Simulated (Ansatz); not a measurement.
**C₂H₇NSi: taking an electron away**

One table from this session's results is given with a row withheld; the runs are named, their logs left out.

The runs use Ansatz 0.2.0, Gaussian basis; unrestricted cation, the program's frozen cores in correlated methods.

Levels to be run: UKS PBE-D4/def2-TZVPP; UKS r2SCAN-D4/def2-TZVPP; UKS PBE0-D4/def2-TZVPP; UKS B3LYP-D4/def2-TZVPP; UKS wB97X-V/def2-TZVPP; UKS wB97M-V/def2-TZVPP; UKS B2PLYP/def2-TZVPP; UHF-CCSD(T)/def2-TZVPP; UHF-MP2/def2-QZVPP; extrapolation to the limit; then −ε(HOMO) from the neutral's earlier runs with LDA (SPW92), PBE-D4, revPBE-D4, BLYP-D4, r2SCAN-D4, B97M-V, PBE0-D4, B3LYP-D4, r2SCANh-D4, r2SCAN0-D4, HSE06-D4, BHLYP-D4, CAM-B3LYP-D4, LC-ωPBE, ωB97X-V, ωB97M-V.

### Structure used throughout

The geometry comes from an earlier relaxation with PBE0-D4 in a triple-zeta def2 set; it is a stationary point, not always the lowest conformer.

SMILES `C=CN[SiH3]`, 11 atoms, charge 0, spin multiplicity 1.

Atoms are counted from 1 here; the program's logs count them from 0.

Bond lengths: C1–C2 1.332 Å, C1–H5 1.085 Å, C1–H6 1.080 Å, C2–N3 1.382 Å, C2–H7 1.088 Å, N3–Si4 1.728 Å, N3–H8 1.009 Å, Si4–H9 1.484 Å, Si4–H10 1.490 Å, Si4–H11 1.485 Å. Angles: C2–C1–H5 122.0°, C2–C1–H6 120.2°, H5–C1–H6 117.8°, C1–C2–N3 126.7°, C1–C2–H7 119.6°, N3–C2–H7 113.8°, C2–N3–Si4 125.6°, C2–N3–H8 114.5°, Si4–N3–H8 119.2°, N3–Si4–H9 106.8°, N3–Si4–H10 113.8°, N3–Si4–H11 108.6°, H9–Si4–H10 108.7°, H9–Si4–H11 111.3°, H10–Si4–H11 107.8°.

Set-up of the first run:

File in.yaml:

```yaml
crystal:
  periodic: [false, false, false]
  atoms:
    - {symbol: C, position_ang: [-0.320604, 2.127372, -0.175533]}
    - {symbol: C, position_ang: [-0.424283, 0.838368, 0.144269]}
    - {symbol: N, position_ang: [0.306884, -0.205437, -0.389620]}
    - {symbol: Si, position_ang: [0.315015, -1.830775, 0.197851]}
    - {symbol: H, position_ang: [0.396198, 2.482023, -0.908389]}
    - {symbol: H, position_ang: [-0.965109, 2.856943, 0.293181]}
    - {symbol: H, position_ang: [-1.155777, 0.526831, 0.886658]}
    - {symbol: H, position_ang: [0.980660, 0.069536, -1.088161]}
    - {symbol: H, position_ang: [0.893949, -2.673253, -0.877805]}
    - {symbol: H, position_ang: [1.121304, -2.018161, 1.436571]}
    - {symbol: H, position_ang: [-1.083036, -2.230548, 0.501578]}
basis:
  gaussian: {orbitals: def2-TZVPP}
total_charge: 1
magnetization: {spin_polarized: true, initial_magnetization: 1}
hamiltonian: {xc: pbe, dispersion: d4}
```

Started as:

```bash
ansatz run in.yaml --threads 2 --pin off --events-out ev --progress --plain --max-ram 22528MiB --backend cpu
```

Steps of the session up to this table: Cation, UKS PBE-D4/def2-TZVPP; Cation, UKS r2SCAN-D4/def2-TZVPP; Cation, UKS PBE0-D4/def2-TZVPP; Cation, UKS B3LYP-D4/def2-TZVPP; Cation, UKS wB97X-V/def2-TZVPP; Cation, UKS wB97M-V/def2-TZVPP; Cation, UKS B2PLYP (frozen core)/def2-TZVPP; Cation, UHF-CCSD(T)/def2-TZVPP; Cation, UHF-MP2/def2-QZVPP.

One table of the session follows, with a row left open; its other results are not shown here.

For comparison, −ε(HOMO) of the neutral from earlier runs:

| functional | −ε(HOMO) (eV) |
| --- | --- |
| LDA (SPW92) | 5.22 |
| PBE-D4 | 5.05 |
| revPBE-D4 | 4.99 |
| BLYP-D4 | 4.90 |
| r2SCAN-D4 | 5.24 |
| B97M-V | 5.31 |
| PBE0-D4 | 6.15 |
| B3LYP-D4 | 5.94 |
| r2SCANh-D4 | ? |
| r2SCAN0-D4 | 6.29 |
| HSE06-D4 | 5.76 |
| BHLYP-D4 | 7.13 |
| CAM-B3LYP-D4 | 7.45 |
| LC-ωPBE | 8.79 |
| ωB97X-V | 8.42 |
| ωB97M-V | 8.35 |

Q: Estimate the row for r2SCANh-D4 from the others.

Worked estimate for «−ε(HOMO) (eV)». Against the share of exact exchange, r2SCAN-D4 (0, 5.24), r2SCAN0-D4 (0.25, 6.29) give a slope of 4.20 per unit share; at 0.1 the line stands at 5.66.

The run gave: −ε(HOMO) (eV): 5.66. In «−ε(HOMO) (eV)» the line misses by 0.00.
